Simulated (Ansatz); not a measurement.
Born–Oppenheimer molecular dynamics of a periodic cell of 20 atoms, NaLaMgTeO₆ (host NaLaMgTeO6, host structure Cm). It goes on from the last frame of an earlier run, with new velocities.

All numbers below come from DFT PBEsol, scalar-relativistic, plane waves, PAW in Ansatz 0.2.0. Settings: cutoff 420 eV, k mesh 2x2x1, fermi-dirac smearing 0.05 eV, no spin polarisation.

```json
{
  "ensemble": "NVE (velocity Verlet)",
  "time step": "1 fs",
  "steps asked": "200",
  "starting velocities drawn for": "650 K",
  "seed": "551363"
}
```

First frame:

```xyz
20
Lattice="1.6263 2.8539 4.6750 1.6263 -2.8539 4.6750 9.8839 0.0000 0.0000" Properties=species:S:1:pos:R:3
Na 9.846 -0.371 3.439
La 6.613 0.104 1.250
Mg 10.007 -0.158 0.001
Te 3.285 0.073 2.338
O 5.952 -1.302 6.177
O 2.080 1.255 3.393
O 2.335 -1.435 3.040
O 6.075 1.771 5.924
O 1.869 0.256 0.888
O 4.545 0.108 3.841
Na 6.794 -0.259 8.427
La 3.162 -0.037 5.997
Mg 6.523 0.112 4.717
Te 9.825 -0.054 6.933
O 10.674 1.442 5.926
O 7.023 -1.589 3.113
O 7.272 1.320 3.193
O 10.899 -1.403 5.986
O 8.553 -0.277 5.362
O 11.255 0.095 8.180
```

Task: What does the run give?

Result: The run went to its last step.

```yaml
steps_done: 200
time_covered: 200 fs
mean_temperature_over_the_second_half: 528 K
spread_of_the_potential_energy_over_the_second_half: 8.7 meV per atom
mean_potential_energy_of_the_second_half_above_the_start: 15.0 meV per atom
```

The conserved energy stayed within 0.047 meV per atom of its start (net change 0.0056 meV per atom), so the integration is sound. A run of 0.2 ps of so small a system gives no equilibrium averages. Limits of this set-up: coarse k mesh.

Task: What happens to the structure?

Result: Mean squared displacements from the first frame to the last, about the centre of mass: Na 0.08 Å², La 0.18 Å², Mg 0.22 Å², Te 0.03 Å², O 0.17 Å². Another seed would give other details.

Task: How do temperature and energy run in time?

Result: 
```csv
time (fs),T (K),potential energy less start (eV),conserved less start (meV/atom)
0.0,650,0.000,0.00
10.0,559,0.224,0.03
20.0,557,0.230,0.01
30.0,509,0.346,0.01
40.0,451,0.491,0.04
50.0,611,0.096,0.01
60.0,655,-0.012,-0.01
70.0,519,0.322,0.04
80.0,537,0.276,0.01
90.0,504,0.360,0.02
100.0,528,0.299,0.02
110.0,589,0.150,-0.01
120.0,436,0.526,0.03
130.0,414,0.581,0.02
140.0,492,0.388,0.00
150.0,457,0.476,0.03
160.0,527,0.303,0.02
170.0,609,0.100,0.01
180.0,601,0.121,0.02
190.0,606,0.108,0.01
200.0,527,0.302,0.01
```

Run time: 11 min on 1 thread of Arm Neoverse V2, on a shared host, peak memory 0.65 GiB.
